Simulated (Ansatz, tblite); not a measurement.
# InH2(OH) (InH₃O): one state, many levels

How do method and basis change the picture of InH2(OH) (InH₃O) (singlet)?

Method: as each input shows; program: Ansatz 0.2.0, Gaussian basis.

The runs, in order: GFN1-xTB, GFN2-xTB, PBE-D4/def2-TZVP, r2SCAN-D4/def2-TZVP, PBE-QIDH/def2-TZVP, LC-ωPBE/def2-TZVP, r2SCANh-D4/def2-TZVP, LDA/def2-TZVP, BLYP-D4/def2-TZVP, B3LYP-D4/def2-TZVP, CAM-B3LYP-D4/def2-TZVP, PBE-D4/def2-SVP, PBE0-D4/def2-SVP, CCSD(T)/def2-TZVPP, MP2/def2-TZVP, RPA/def2-TZVP.

**1. The relaxed structure**

The singlet was relaxed beforehand with PBE-D4/def2-TZVP.

5 atoms, charge 0, spin multiplicity 1.

Bond lengths: In1–H2 1.716 Å, In1–H3 1.726 Å, In1–O4 2.019 Å, O4–H5 0.972 Å. Angles: H2–In1–H3 134.7°, H2–In1–O4 110.6°, H3–In1–O4 114.7°, In1–O4–H5 111.2°.

In takes a core potential in the def2 sets. No spin-orbit coupling is included.

PBE0-D4/def2-TZVP was run before; its log isn't repeated, and its numbers join the tables.

**2. GFN1-xTB**

Tight binding, by tblite at 300 K electronic temperature and without a spin-polarisation term:

```python
tblite.interface.Calculator('GFN1-xTB', numbers, positions, charge=0, uhf=0).singlepoint()
```

Energy -213.2246 eV, HOMO -11.78 eV, LUMO -5.15 eV; 0.002 s.

**3. GFN2-xTB**

Tight binding, by tblite at 300 K electronic temperature and without a spin-polarisation term:

```python
tblite.interface.Calculator('GFN2-xTB', numbers, positions, charge=0, uhf=0).singlepoint()
```

Energy -184.6392 eV, HOMO -11.76 eV, LUMO -7.53 eV; 0.001 s.

**4. PBE-D4/def2-TZVP**

start.molden holds the orbitals of an earlier run on this state, given as this run's starting guess.

The input, in.yaml:

```yaml
crystal:
  periodic: [false, false, false]
  atoms:
    - {symbol: In, position_ang: [0.388639, 0.493067, -0.109106]}
    - {symbol: H, position_ang: [2.090418, 0.419948, -0.319170]}
    - {symbol: H, position_ang: [-0.782475, 1.761153, -0.110323]}
    - {symbol: O, position_ang: [-0.366180, -1.352389, 0.208915]}
    - {symbol: H, position_ang: [-1.330401, -1.321779, 0.329684]}
basis:
  gaussian: {orbitals: def2-TZVP, initial_orbitals: start.molden}
hamiltonian: {xc: pbe, dispersion: d4}
scf: {omitted_lower_state_checks: [starts]}
output: {orbitals: {seedname: orbitals}}
```

Started as:

```bash
$ ansatz run in.yaml --threads 4 --pin off --events-out ev --progress --plain --max-ram 3916MiB
```

After this run come: r2SCAN-D4/def2-TZVP; PBE-QIDH/def2-TZVP; LC-ωPBE/def2-TZVP; r2SCANh-D4/def2-TZVP; LDA/def2-TZVP; BLYP-D4/def2-TZVP; B3LYP-D4/def2-TZVP; CAM-B3LYP-D4/def2-TZVP; PBE-D4/def2-SVP; PBE0-D4/def2-SVP; CCSD(T)/def2-TZVPP; MP2/def2-TZVP; RPA/def2-TZVP.

Q: Predict the results of all the runs planned. Wanted: gap in def2-TZVP, named functionals, smallest and largest; correlation energy, CCSD(T)/def2-TZVPP; correlation energy, MP2/def2-TZVP; binding an atom, CCSD(T)/def2-TZVPP; PBE0 total energy, smallest basis above largest.

**Answer**, as computed:

| quantity | value |
| --- | --- |
| gap in def2-TZVP, named functionals, smallest and largest | 4.34 eV (BLYP-D4), 11.34 eV (LC-ωPBE) |
| correlation energy, CCSD(T)/def2-TZVPP | -15.48 eV |
| correlation energy, MP2/def2-TZVP | -14.53 eV |
| binding an atom, CCSD(T)/def2-TZVPP | 2.571 eV |
| PBE0 total energy, smallest basis above largest | 2.97 eV (def2-SVP, def2-TZVP) |

In words: Orbital gaps of the named functionals in def2-TZVP span 4.34 eV (BLYP-D4) to 11.34 eV (LC-ωPBE); exact exchange widens it. The functionals in def2-TZVP miss CCSD(T)/def2-TZVPP by -0.032 (PBE0-D4) to +0.448 eV (LDA) an atom. CCSD(T)/def2-TZVPP isn't at the basis-set limit; small misses against it rank nothing.
